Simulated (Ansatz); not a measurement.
This script makes relaxations under a series of pressures of TiB₂, space group P6/mmm with the Ansatz DFT code, driven from Python.

Script `compress.py`:
```python
'''Cell of TiB2 under pressure.'''

import warnings

import ansatz
import numpy as np
import pandas as pd

WIDTH_EV = 0.15
KGRID = (13, 13, 10)

def edges_and_angles(cell):
    cell = np.asarray(cell)
    a, b, c = np.linalg.norm(cell, axis=1)
    cosines = cell[1] @ cell[2] / (b * c), cell[0] @ cell[2] / (a * c), cell[0] @ cell[1] / (a * b)
    return (a, b, c, *np.degrees(np.arccos(cosines)))


def main() -> None:
    warnings.simplefilter('ignore', ansatz.DeckWarning)

    lattice = ansatz.Lattice.of(
        (3.0292, 0.0, 0.0),
        (-1.5146, 2.623364, 0.0),
        (0.0, 0.0, 3.2284),
    )
    sites = [
        ('Ti', (0.0, 0.0, 0.0)),
        ('B', (1 / 3, 2 / 3, 0.5)),
        ('B', (2 / 3, 1 / 3, 0.5)),
    ]
    crystal = ansatz.Crystal(lattice=lattice)
    for symbol, position in sites:
        crystal = crystal.atom(symbol, position)

    calculation = crystal.calculation()
    calculation = calculation.occupations(ansatz.OccupationsMethod.FERMI_DIRAC, width=WIDTH_EV)
    calculation = calculation.functional(ansatz.Functional.PBE).kpoints(*KGRID, center='gamma')

    # H = F + PV, with 1 GPa A^3 = 1/160.21766 eV
    rows = []
    for pressure in [0, 10, 20, 30, 40]:
        res = calculation.relax(cell=True, pressure=pressure, force_tolerance=0.02, max_steps=60).run(threads=1, pin='off')
        cell = res.lattice.cell_ang
        n_atoms = len(res.lattice.sites)
        volume = abs(np.linalg.det(cell)) / n_atoms
        enthalpy = res.report['free_energy_ev'] / n_atoms + pressure * volume / 160.21766
        rows.append((pressure, volume, enthalpy, *edges_and_angles(cell)))
        print(f'{pressure} GPa done: {volume:.4f} A^3/atom')

    table = pd.DataFrame(rows, columns=['P_GPa', 'V_A3_atom', 'H_eV_atom', 'a', 'b', 'c', 'alpha', 'beta', 'gamma'])
    print(table.round(4).to_string(index=False))
    p, v = np.array([row[0] for row in rows], float), np.array([row[1] for row in rows])
    print('mean bulk modulus between rows (GPa):', np.round(-np.diff(p) / np.diff(np.log(v)), 1))


if __name__ == '__main__':
    main()
```

From its runs, with one value withheld:

| P (GPa) | relaxed V (Å³/atom) |
| --- | --- |
| 0 | 8.560 |
| 10 | 8.249 |
| 20 | 7.983 |
| 30 | 7.753 |
| 40 | ? |

What volume does the cell relax to at 40 GPa?

Murnaghan's form V = V0 (1 + B' P / B0)^(-1/B') through the 4 rows shown gives V0 = 8.560 Å³, B0 = 251.6 GPa and B' = 3.64, and so 7.551 Å³ an atom at 40 GPa. The run gave 7.551 Å³, 0.00 % away.

Notes:
- At a fixed pressure a relaxation lowers the enthalpy F + PV, while F alone can rise.
- The structure is a deposited one; some such entries were measured under pressure or heat, so a shift against it needn't be the functional's error alone.
- Symmetry holds the cell in this phase, whether or not it is the stable one at each pressure.
- Run time: 82 s on 1 thread of Arm Neoverse V1, with other jobs on the host, peak memory 0.48 GiB.
